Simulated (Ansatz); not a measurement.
# SBr+ (triplet): the correlation ladder, cc-pVDZ

One table from this session's results is given with a row withheld; the runs are named, their logs left out.

Computed with Ansatz 0.2.0, Gaussian basis. Level: cc-pVDZ, core rule «outside noble gas», up to 19 orbitals frozen.

To be run: UHF; CCSD(T) on ROHF; CCSD(T) on UHF; BCCD(T) on ROHF; CISD; CCSDT(Q) on ROHF; CCSDT(Q) on UHF; CASSCF and MRCISD+Q, 12 electrons in 8 orbitals; CASSCF and NEVPT2, 12 electrons in 8 orbitals.

9 further runs of the same task are left out: 4 that didn't finish, 5 set aside as unsound or not needed.

## The system

The geometry is a PBE0/def2-TZVP stationary point (not a proven minimum) of the parent state, kept for this charge and spin. No spin-orbit coupling is included. The filled d shell of Br may be among the frozen orbitals whatever the setting's name suggests; the logs give the count.

2 atoms, charge 1, spin multiplicity 3.

Atoms are counted from 1 here; the program's logs count them from 0.

Bond lengths: S1–Br2 2.019 Å.

As a file:

```xyz
2
BrS
S     0.00000    0.00000    0.00000
Br    0.00000    0.00000    2.01930
```

Set-up of the first run:

Input file in.yaml:

```yaml
crystal:
  periodic: [false, false, false]
  atoms:
    - {symbol: S, position_ang: [0.000000, 0.000000, 0.000000]}
    - {symbol: Br, position_ang: [0.000000, 0.000000, 2.019300]}
basis:
  gaussian: {orbitals: cc-pVDZ}
total_charge: 1
magnetization: {spin_polarized: true, initial_magnetization: 2}
hamiltonian: {xc: hf}
output: {orbitals: {seedname: orbitals}}
```

Run with:

```console
$ ansatz run in.yaml --threads 1 --pin off --events-out ev --progress --plain --max-ram 2393MiB
```

Steps of the session up to this table: UHF; CCSD(T) on ROHF; CCSD(T) on UHF; BCCD(T) on ROHF; CISD; CCSDT(Q) on ROHF; CCSDT(Q) on UHF; CASSCF and MRCISD+Q, 12 electrons in 8 orbitals; CASSCF and NEVPT2, 12 electrons in 8 orbitals.

One table of the session follows, with a row left open; its other results are not shown here.

```
          method  from UCCSDT(Q) (meV)
            ROHF               +6991.2
             UHF               +6766.4
            RMP2                +972.7
            UMP2               +1020.6
            CISD                +803.2
           RCCSD                +282.0
           UCCSD                +274.8
        RCCSD(T)                 +49.3
        UCCSD(T)                 +49.5
         BCCD(T)                 +50.4
          RCCSDT                     ?
          UCCSDT                 +20.5
       RCCSDT(Q)                  +5.4
       UCCSDT(Q)                     0
  CASSCF valence               +5866.6
  NEVPT2 valence               +1210.0
  MRCISD valence                +511.9
MRCISD+Q valence                 +24.0
```

Q: Estimate the row for RCCSDT from the others.

As computed: from UCCSDT(Q) (meV): +21.8. In the column «from UCCSDT(Q) (meV)» it lies between UCCSDT (+20.5) and MRCISD+Q valence (+24.0).

Among the levels timed on like hardware and quicker than the yardstick, those that no quicker one beats, quickest first: NEVPT2 valence (5.5 s, +1210.0 meV); CISD (6 s, +803.2 meV); UCCSD(T) (8 s, +49.5 meV); MRCISD+Q valence (8.5 s, +24.0 meV).

Caveats from the session: Of the multireference levels listed MRCISD+Q valence comes nearest in total energy (+24.0 meV), which doesn't show that its space is the better one. Restricted and unrestricted rows rest on different reference determinants; where their highest levels disagree by more than a few hundredths of an eV, they describe different states and don't form one ladder.
